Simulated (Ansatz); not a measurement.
# F on a InAs(111) slab cut from the F-43m phase: a line through an energy map

How does the energy of F on a InAs(111) slab cut from the F-43m phase (4 atoms of substrate and one adsorbate in a 1 × 1 cell) vary with position of F5 along the first surface vector, from above In4, at position of F5 along the second surface vector, from above In4 = 0.222?

The COD entry's cell or inner coordinates are ideal or old and differ from later refinements, so a difference from it is no clean test against experiment.

Program: Ansatz 0.2.0. Level of theory: DFT PBE+D3(BJ), scalar-relativistic, plane waves, PAW. These are calculated values, not measurements.

7 further runs of the same task are left out: 7 set aside as unsound or not needed.

**1. Starting point**

The structure is triclinic, space group P1 (No. 1). Conventional cell: a = 4.322 Å, b = 4.322 Å, c = 21.739 Å, α = 90.00°, β = 90.00°, γ = 120.00°. Around As (site symmetry 1) lie 3 In at 2.65 Å. In (site symmetry 1) has 4 As at 2.65 to 2.85 Å as nearest neighbours. As (site symmetry 1) is surrounded by 4 In at 2.59 to 2.85 Å. In (site symmetry 1) has 3 As at 2.59 Å and 1 F at 2.68 Å as nearest neighbours. F (site symmetry 1) is surrounded by 1 In at 2.68 Å.

Coordinates:

```
As In F
1.0
     4.32207    0.00000    0.00000
    -2.16104    3.74302    0.00000
     0.00000    0.00000   21.73869
As In F
2 2 1
Cartesian
  0.0000 0.0000 4.0000
  0.0000 2.4953 7.7327
  0.0000 2.4953 4.8822
  2.1610 1.2477 8.4387
  1.6808 2.0795 10.9387
```

This is the geometry of the first run shown, built on a cell relaxed beforehand with the same method.

**2. The scan**

Atoms count from 1 in the order of the input.

F is moved over the surface cell at a fixed height above a rigid substrate; the origin of the map has the adsorbate above In4; the height is held at 2.50 Å.

First coordinate, position of F5 along the first surface vector, from above In4: 9 values from 0.000 to 0.889, periodic. Second coordinate, position of F5 along the second surface vector, from above In4: 9 values from 0.000 to 0.889, periodic.

Nothing else is relaxed. Points are written as (first, second).

The two vectors of the plane (Å): (4.322, 0.000, 0.000); (-2.161, 3.743, 0.000).

**3. Point (0/9, 2/9) of the map's two axes**

The cell repeats along c, and a dipole correction in the vacuum removes the field between the copies.

The input, input.yaml:

```yaml
crystal:
  lattice:
    - [4.3220706728, 0.0, 0.0]
    - [-2.1610353364, 3.7430229996, 0.0]
    - [0.0, 0.0, 21.7386927254]
  atoms:
    - { symbol: As, position: [0.0, 0.0, 0.1840037048] }
    - { symbol: In, position: [0.3333333333, 0.6666666667, 0.2245875152] }
    - { symbol: As, position: [0.3333333333, 0.6666666667, 0.3557112061] }
    - { symbol: In, position: [0.6666666667, 0.3333333333, 0.3881876814] }
    - { symbol: F, position: [0.6666666667, 0.5555555556, 0.5031899969] }
basis:
  ecutwfc: 420
kpoints:
  mp_grid: { grid: [6, 6, 1] }
hamiltonian:
  xc: pbe
  pseudopotentials: { kind: paw, azcp: { folder: soft_1 } }
  dispersion: d3bj
scf:
  occupations: { method: gaussian, width: 0.1 }
output:
  forces: true
  eigenvalues: true
efield:
  axis: 3
  dipole_correction: true
  ramp_width: 0.04
```

Command:

```sh
> ansatz run input.yaml --threads 1 --pin off --max-ram 3072MiB --backend cpu --events-out ev --progress --plain --runs-dir out
```

What it wrote (excerpt; [...] marks lines left out):

```text
Warning: RAYON_NUM_THREADS=1 ignored (pool sized by the plan → 1); use --threads N
[...]
Pseudopotentials: kind: paw
Pseudopotential: As, paw, valence charge 15, recommended cutoff 420 eV (normal), <dir>
Pseudopotential: In, paw, valence charge 13, recommended cutoff 420 eV (normal), <dir>
Pseudopotential: F, paw, valence charge 7, recommended cutoff 420 eV (normal), <dir>
Functional definition: PBE
[...]
Crystal: 5 atoms, lattice volume = 351.680 Å³
Basis set: ecut = 420 eV, 6871 PW (Γ), exchange–correlation on 60×60×300 points (8 copies of the dense FFT grid, shifted against one another)
Bands: 38, of which v1, the nominal top of the filled ones, is band 32 counted from 1 (31 counted from 0)
Symmetry: 1 space group operations
Space group: P1 (ITA 1), of the structure as read, at distance tolerance 7.1e-5 Å
k-points: 20 of 36 (time reversal used)
[...]
SCF iter   1: F=—  HF=-21718.313199 eV  |F-HF|=—  |Δ(HF+E_count)|=         —  Δρ=4.06e-2  dr2=1.23e1  ethr=3.10e-3  p=0.000 e·Å  D=7.22e-10 V/Å  ΔV_dip=-0.00 eV  dr2_dipole=3.04e0  V_vac-E_F(+/−)=6.60/6.60 eV  ⟨swp⟩=7.0  Hψ=3453  notcnv=0
[...]
SCF iter  23: F=-21715.115488 eV  HF=-21715.115488 eV  |F-HF|=1.11e-8  |Δ(HF+E_count)|=   7.03e-8  Δρ=1.20e-6  dr2=3.04e-8  ethr=1.59e-10  p=-0.413 e·Å  D=-2.12e-1 V/Å  ΔV_dip=4.62 eV  dr2_dipole=8.85e-9  V_vac-E_F(+/−)=10.17/5.55 eV  ⟨swp⟩=14.0  Hψ=3889  notcnv=0
[...]
SCF converged after 23 iterations
Free energy (F): -21715.115488 eV
[...]
E sigma→0 (E₀):  -21715.087751 eV
Entropy (-TS):   -0.055474 eV (-11.095 meV/atom)
Fermi energy:    -3.007816 eV
Dipole field:    D = -0.212292 V/Å  (p = -0.412590 e·Å, saw-weighted, corrected)
Work function:   Φ+ = 10.1665 eV   Φ− = 5.5516 eV
Levels:          The Fermi level and band energies are counted from a zero that moves with the ramp; work functions are not
[...]
--- Forces (eV/Å), atoms counted from 1 ---
  atom   1  As    -0.00194174     0.00458511     0.01800863
  atom   2  In     0.00441079    -0.00402156     0.47230388
  atom   3  As    -0.05402551     0.04744756    -0.63585826
  atom   4  In    -0.22286631     0.46169311     2.31430871
  atom   5  F      0.27442110    -0.50970297    -2.16874322
[...]
--- Band table (eV; the first three rows and the last of 20) ---
[...]
```

Wall time 32 s (1 thread of Arm Neoverse V2, shared host); peak memory 0.55 GiB.

From the log: work function 10.17 eV (top face), 5.55 eV (bottom face); dipole along +c -0.413 e·Å per cell.

**4. Point (1/9, 2/9) of the map's two axes**

Edit input.yaml of step 3 so:

```diff
@@ -10,3 +10,3 @@
     - { symbol: In, position: [0.6666666667, 0.3333333333, 0.3881876814] }
-    - { symbol: F, position: [0.6666666667, 0.5555555556, 0.5031899969] }
+    - { symbol: F, position: [0.7777777778, 0.5555555556, 0.5031899969] }
 basis:
```

Command:

```sh
> ansatz run input.yaml --threads 1 --pin off --max-ram 3072MiB --backend cpu --events-out ev --progress --plain --runs-dir out
```

What it wrote (excerpt; [...] marks lines left out):

```text
Warning: RAYON_NUM_THREADS=1 ignored (pool sized by the plan → 1); use --threads N
[...]
[... 5 set-up lines as earlier in the session ...]
[...]
Crystal: 5 atoms, lattice volume = 351.680 Å³
Basis set: ecut = 420 eV, 6871 PW (Γ), exchange–correlation on 60×60×300 points (8 copies of the dense FFT grid, shifted against one another)
Bands: 38, of which v1, the nominal top of the filled ones, is band 32 counted from 1 (31 counted from 0)
Symmetry: 2 space group operations
Space group: Cm (ITA 8), of the structure as read, at distance tolerance 7.1e-5 Å
k-points: 13 of 36 (time reversal used)
[...]
SCF iter  25: F=-21715.183612 eV  HF=-21715.183612 eV  |F-HF|=1.24e-7  |Δ(HF+E_count)|=   2.22e-8  Δρ=2.30e-6  dr2=9.93e-8  ethr=1.59e-10  p=-0.415 e·Å  D=-2.14e-1 V/Å  ΔV_dip=4.64 eV  dr2_dipole=5.21e-8  V_vac-E_F(+/−)=10.20/5.55 eV  ⟨swp⟩=11.9  Hψ=2465  notcnv=0
[...]
SCF converged after 25 iterations
Free energy (F): -21715.183612 eV
[...]
E sigma→0 (E₀):  -21715.155373 eV
Entropy (-TS):   -0.056477 eV (-11.295 meV/atom)
Fermi energy:    -3.026664 eV
Dipole field:    D = -0.213835 V/Å  (p = -0.415590 e·Å, saw-weighted, corrected)
Work function:   Φ+ = 10.1992 eV   Φ− = 5.5507 eV
Levels:          The Fermi level and band energies are counted from a zero that moves with the ramp; work functions are not
[...]
--- Forces (eV/Å), atoms counted from 1 ---
  atom   1  As     0.00000000     0.00706301     0.00617374
  atom   2  In     0.00000000    -0.00665213     0.50356939
  atom   3  As     0.00000000     0.04670089    -0.69344607
  atom   4  In     0.00000000     0.50872421     2.42687606
  atom   5  F      0.00000000    -0.55584337    -2.24324699
[...]
--- Band table (eV; the first three rows and the last of 13) ---
[...]
```

Run time: 23 s. Hardware: 1 thread of Arm Neoverse V2, shared host; peak memory 0.5 GiB.

This gives work function 10.20 eV (top face), 5.55 eV (bottom face); dipole along +c -0.416 e·Å per cell.

**5. Point (4/9, 2/9) of the map's two axes**

Edit input.yaml of step 4 so:

```diff
@@ -10,3 +10,3 @@
     - { symbol: In, position: [0.6666666667, 0.3333333333, 0.3881876814] }
-    - { symbol: F, position: [0.7777777778, 0.5555555556, 0.5031899969] }
+    - { symbol: F, position: [1.1111111111, 0.5555555556, 0.5031899969] }
 basis:
```

Command:

```sh
> ansatz run input.yaml --threads 1 --pin off --max-ram 3072MiB --backend cpu --events-out ev --progress --plain --runs-dir out
```

What it wrote (excerpt; [...] marks lines left out):

```text
Warning: RAYON_NUM_THREADS=1 ignored (pool sized by the plan → 1); use --threads N
[...]
[... 5 set-up lines as earlier in the session ...]
[...]
Crystal: 5 atoms, lattice volume = 351.680 Å³
Basis set: ecut = 420 eV, 6871 PW (Γ), exchange–correlation on 60×60×300 points (8 copies of the dense FFT grid, shifted against one another)
Bands: 38, of which v1, the nominal top of the filled ones, is band 32 counted from 1 (31 counted from 0)
[... 2 set-up lines as earlier in the session ...]
k-points: 13 of 36 (time reversal used)
[...]
SCF iter  22: F=-21714.731321 eV  HF=-21714.731321 eV  |F-HF|=6.08e-8  |Δ(HF+E_count)|=   1.68e-7  Δρ=4.62e-6  dr2=9.88e-8  ethr=1.59e-10  p=-0.402 e·Å  D=-2.07e-1 V/Å  ΔV_dip=4.50 eV  dr2_dipole=1.54e-8  V_vac-E_F(+/−)=10.03/5.53 eV  ⟨swp⟩=12.9  Hψ=2443  notcnv=0
[...]
SCF converged after 22 iterations
Free energy (F): -21714.731321 eV
[...]
E sigma→0 (E₀):  -21714.703289 eV
Entropy (-TS):   -0.056062 eV (-11.212 meV/atom)
Fermi energy:    -2.909370 eV
Dipole field:    D = -0.206975 V/Å  (p = -0.402257 e·Å, saw-weighted, corrected)
Work function:   Φ+ = 10.0324 eV   Φ− = 5.5330 eV
Levels:          The Fermi level and band energies are counted from a zero that moves with the ramp; work functions are not
[...]
--- Forces (eV/Å), atoms counted from 1 ---
  atom   1  As     0.00297357     0.00171679     0.06558892
  atom   2  In     0.00146313     0.00084474     0.32670664
  atom   3  As     0.06625406     0.03825180    -0.35338554
  atom   4  In     0.32194327     0.18587403     1.60158843
  atom   5  F     -0.39263741    -0.22668931    -1.64058720
[...]
--- Band table (eV; the first three rows and the last of 13) ---
[...]
```

It took 21 s on 1 thread of Arm Neoverse V2, shared host; peak memory 0.5 GiB.

This gives work function 10.03 eV (top face), 5.53 eV (bottom face); dipole along +c -0.402 e·Å per cell.

**6. Grid point (6/9, 2/9) of the map's two axes**

Edit input.yaml of step 5 so:

```diff
@@ -10,3 +10,3 @@
     - { symbol: In, position: [0.6666666667, 0.3333333333, 0.3881876814] }
-    - { symbol: F, position: [1.1111111111, 0.5555555556, 0.5031899969] }
+    - { symbol: F, position: [1.3333333333, 0.5555555556, 0.5031899969] }
 basis:
```

Command:

```sh
> ansatz run input.yaml --threads 1 --pin off --max-ram 3072MiB --backend cpu --events-out ev --progress --plain --runs-dir out
```

What it wrote (excerpt; [...] marks lines left out):

```text
Warning: RAYON_NUM_THREADS=1 ignored (pool sized by the plan → 1); use --threads N
[...]
[... 5 set-up lines as earlier in the session ...]
[...]
Crystal: 5 atoms, lattice volume = 351.680 Å³
Basis set: ecut = 420 eV, 6871 PW (Γ), exchange–correlation on 60×60×300 points (8 copies of the dense FFT grid, shifted against one another)
Bands: 38, of which v1, the nominal top of the filled ones, is band 32 counted from 1 (31 counted from 0)
[... 2 set-up lines as earlier in the session ...]
k-points: 20 of 36 (time reversal used)
[...]
SCF iter  25: F=-21714.592610 eV  HF=-21714.592610 eV  |F-HF|=2.23e-8  |Δ(HF+E_count)|=   9.63e-9  Δρ=2.77e-6  dr2=6.50e-8  ethr=1.59e-10  p=-0.399 e·Å  D=-2.05e-1 V/Å  ΔV_dip=4.46 eV  dr2_dipole=1.55e-8  V_vac-E_F(+/−)=9.99/5.53 eV  ⟨swp⟩=12.3  Hψ=3974  notcnv=0
[...]
SCF converged after 25 iterations
Free energy (F): -21714.592610 eV
[...]
E sigma→0 (E₀):  -21714.562905 eV
Entropy (-TS):   -0.059410 eV (-11.882 meV/atom)
Fermi energy:    -2.875761 eV
Dipole field:    D = -0.205231 V/Å  (p = -0.398869 e·Å, saw-weighted, corrected)
Work function:   Φ+ = 9.9914 eV   Φ− = 5.5299 eV
Levels:          The Fermi level and band energies are counted from a zero that moves with the ramp; work functions are not
[...]
--- Forces (eV/Å), atoms counted from 1 ---
  atom   1  As    -0.00140161     0.00041314     0.07579008
  atom   2  In    -0.00142234     0.00260640     0.27925627
  atom   3  As    -0.02687017     0.02775633    -0.25681036
  atom   4  In    -0.12917287     0.08293555     1.31148126
  atom   5  F      0.15886918    -0.11371398    -1.40975966
[...]
--- Band table (eV; the first three rows and the last of 20) ---
[...]
```

Run time: 35 s. Hardware: 1 thread of Arm Neoverse V2, shared host; peak memory 0.55 GiB.

This gives work function 9.99 eV (top face), 5.53 eV (bottom face); dipole along +c -0.399 e·Å per cell.

**7. The run at (8/9, 2/9) of the map's two axes**

Edit input.yaml of step 6 so:

```diff
@@ -10,3 +10,3 @@
     - { symbol: In, position: [0.6666666667, 0.3333333333, 0.3881876814] }
-    - { symbol: F, position: [1.3333333333, 0.5555555556, 0.5031899969] }
+    - { symbol: F, position: [1.5555555556, 0.5555555556, 0.5031899969] }
 basis:
```

Command:

```sh
> ansatz run input.yaml --threads 1 --pin off --max-ram 3072MiB --backend cpu --events-out ev --progress --plain --runs-dir out
```

What it wrote (excerpt; [...] marks lines left out):

```text
Warning: RAYON_NUM_THREADS=1 ignored (pool sized by the plan → 1); use --threads N
[...]
[... 5 set-up lines as earlier in the session ...]
[...]
Crystal: 5 atoms, lattice volume = 351.680 Å³
Basis set: ecut = 420 eV, 6871 PW (Γ), exchange–correlation on 60×60×300 points (8 copies of the dense FFT grid, shifted against one another)
Bands: 38, of which v1, the nominal top of the filled ones, is band 32 counted from 1 (31 counted from 0)
[... 2 set-up lines as earlier in the session ...]
k-points: 20 of 36 (time reversal used)
[...]
SCF iter  22: F=-21714.938457 eV  HF=-21714.938457 eV  |F-HF|=8.48e-9  |Δ(HF+E_count)|=   6.46e-8  Δρ=1.41e-6  dr2=1.65e-8  ethr=1.59e-10  p=-0.407 e·Å  D=-2.10e-1 V/Å  ΔV_dip=4.56 eV  dr2_dipole=7.38e-9  V_vac-E_F(+/−)=10.10/5.54 eV  ⟨swp⟩=13.6  Hψ=3963  notcnv=0
[...]
SCF converged after 22 iterations
Free energy (F): -21714.938457 eV
[...]
E sigma→0 (E₀):  -21714.911178 eV
Entropy (-TS):   -0.054557 eV (-10.911 meV/atom)
Fermi energy:    -2.961020 eV
Dipole field:    D = -0.209659 V/Å  (p = -0.407474 e·Å, saw-weighted, corrected)
Work function:   Φ+ = 10.0995 eV   Φ− = 5.5418 eV
Levels:          The Fermi level and band energies are counted from a zero that moves with the ramp; work functions are not
[...]
--- Forces (eV/Å), atoms counted from 1 ---
  atom   1  As    -0.00285076     0.00202704     0.04348935
  atom   2  In     0.00250113    -0.00077879     0.40107219
  atom   3  As    -0.07748399     0.04633783    -0.50135845
  atom   4  In    -0.35635231     0.33681756     2.00202313
  atom   5  F      0.43418194    -0.38439760    -1.94521505
[...]
--- Band table (eV; the first three rows and the last of 20) ---
[...]
```

It took 32 s on 1 thread of Arm Neoverse V2, shared host; peak memory 0.55 GiB.

Read from this run: work function 10.10 eV (top face), 5.54 eV (bottom face); dipole along +c -0.407 e·Å per cell.

**8. The line in numbers**

| position of F5 along the first surface vector, from above In4 | step | energy (eV) | slope (eV per unit fraction) | dipole moment (e·Å) |
| --- | --- | --- | --- | --- |
| 0.000 | 3 | 0.07 | −1.19 | −0.413 |
| 0.111 | 4 | 0.00 | 0.00 | −0.416 |
| 0.222 | – | 0.07 | 1.19 | −0.413 |
| 0.333 | – | 0.25 | 1.88 | −0.407 |
| 0.444 | 5 | 0.45 | 1.70 | −0.402 |
| 0.556 | – | 0.59 | 0.69 | −0.399 |
| 0.667 | 6 | 0.59 | −0.69 | −0.399 |
| 0.778 | – | 0.45 | −1.70 | −0.402 |
| 0.889 | 7 | 0.25 | −1.88 | −0.407 |

Energies count from the lowest point of the line. Rows without a step come from runs not printed here or follow by symmetry. Slopes come from the forces (and the stress, where the cell changes), not from differences of energies.

What this shows: Along the line the energy is lowest at 0.111. A fit to energies and slopes at the lowest point and its two neighbours puts the minimum at 0.1111, with a curvature of about 11 eV per (unit fraction)². The highest point computed, at 0.556, lies 0.59 eV above the lowest. This is one cut through a surface in two coordinates; the map's lowest point lies off it. The host is rigid and the atom is kept to this plane, so wells and barriers of the map are not those of diffusion. Spin polarisation is off in the runs that give these values; a magnetic solution could lie lower.
